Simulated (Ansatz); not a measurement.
# CaMg3, space group I4/mmm: a charge-density difference against the sublattices

Run with the Python package of Ansatz (0.2.0).

Script `camg3.py`:
```python
# -*- coding: utf-8 -*-
'''Density of CaMg3 less that of its sublattices.'''

import logging
import sys

import ansatz as az
import numpy as np

logging.basicConfig(stream=sys.stdout, format='%(levelname)s %(message)s')
log = logging.getLogger('calc')
log.setLevel(logging.INFO)

VECTORS = np.array([
    [-2.63475295, 2.63475295, 3.71260766],
    [2.63475295, -2.63475295, 3.71260766],
    [2.63475295, 2.63475295, -3.71260766],
])
SITES = [
    ('Ca', (0.0, 0.0, 0.0)),
    ('Mg', (0.5, 0.5, 0.0)),
    ('Mg', (0.25, 0.75, 0.5)),
    ('Mg', (0.75, 0.25, 0.5)),
]


def crystal_on(cell):
    crystal = az.Crystal(lattice=az.Lattice.of(cell))
    for symbol, position in SITES:
        crystal = crystal.atom(symbol, position)
    return crystal


def main():
    # one cutoff and one grid for all runs, so that the fields can be subtracted
    def solve(crystal):
        return (
            crystal.calculation()
            .occupations('Fermi-Dirac')
            .functional('pbesol')
            .basis(460, grid_basis='typed')
            .kpoints(6, 6, 6)
            .density()
            .run(threads=1)
        )


    whole = solve(crystal_on(VECTORS))
    difference = whole.density().channels[0].density_e_per_ang3.copy()
    binding = whole.report['free_energy_ev']
    for element in ['Ca', 'Mg']:
        part = az.Crystal(lattice=az.Lattice.of(VECTORS))
        for symbol, position in SITES:
            if symbol == element:
                part = part.atom(symbol, position)
        alone = solve(part)
        difference -= alone.density().channels[0].density_e_per_ang3
        binding -= alone.report['free_energy_ev']
        log.info(f'{element} sublattice: {alone.report["n_electrons"]:g} electrons, {alone.report["n_iterations"]} iterations')

    voxel = abs(np.linalg.det(VECTORS)) / difference.size
    log.info(f'energy of the crystal less its unpolarised sublattices: {binding / len(SITES):.4f} eV/atom')
    log.info(f'net charge of the difference {difference.sum() * voxel:.5f} e, charge rearranged {0.5 * np.abs(difference).sum() * voxel:.3f} e')
    log.info(f'extremes {difference.min():.4f} and {difference.max():.4f} e/A^3')
    for (symbol, position) in SITES:
        index = tuple(int(round(p * n)) % n for p, n in zip(position, difference.shape))
        log.info(f'  change of the pseudo-density at the grid point nearest {symbol}: {difference[index]:+.4f} e/A^3')
    profile = difference.mean(axis=(0, 1))
    print('planar mean along the third vector:', np.round(profile[:: max(len(profile) // 12, 1)], 4))


if __name__ == '__main__':
    main()
```

Output of `python camg3.py`:
```text
INFO Ca sublattice: 10 electrons, 6 iterations
INFO Mg sublattice: 30 electrons, 6 iterations
INFO energy of the crystal less its unpolarised sublattices: -0.6631 eV/atom
INFO net charge of the difference 0.00000 e, charge rearranged 0.220 e
INFO extremes -0.0222 and 0.0183 e/A^3
INFO   change of the pseudo-density at the grid point nearest Ca: -0.0129 e/A^3
INFO   change of the pseudo-density at the grid point nearest Mg: -0.0079 e/A^3
INFO   change of the pseudo-density at the grid point nearest Mg: -0.0222 e/A^3
INFO   change of the pseudo-density at the grid point nearest Mg: -0.0222 e/A^3
planar mean along the third vector: [ 0.0005  0.0007  0.0007  0.     -0.0004 -0.0005 -0.0006 -0.0006 -0.0005
 -0.0005 -0.0002  0.0005  0.0007  0.0006]
```

The mesh is modest for a metal, so energies can be off by several to tens of meV an atom and pressures by half a GPa or more; differences at equal mesh fare better. Within a few hundredths of an angstrom the cell has the higher group Fm-3m; the lower one is a small distortion. The fields are valence quantities on the plane-wave grid; their values near the nuclei depend on the potentials. This cell is a computed structure, which may not be the phase found in nature. Charge moved counts every rearrangement, bonding and polarisation too, and is no transfer between atoms; the bare sublattices are artificial references. Values near the nuclei depend on the potentials. Wall time of the script: 9.6 s on 1 thread of Arm Neoverse V1 (shared host), peak memory 0.42 GiB.
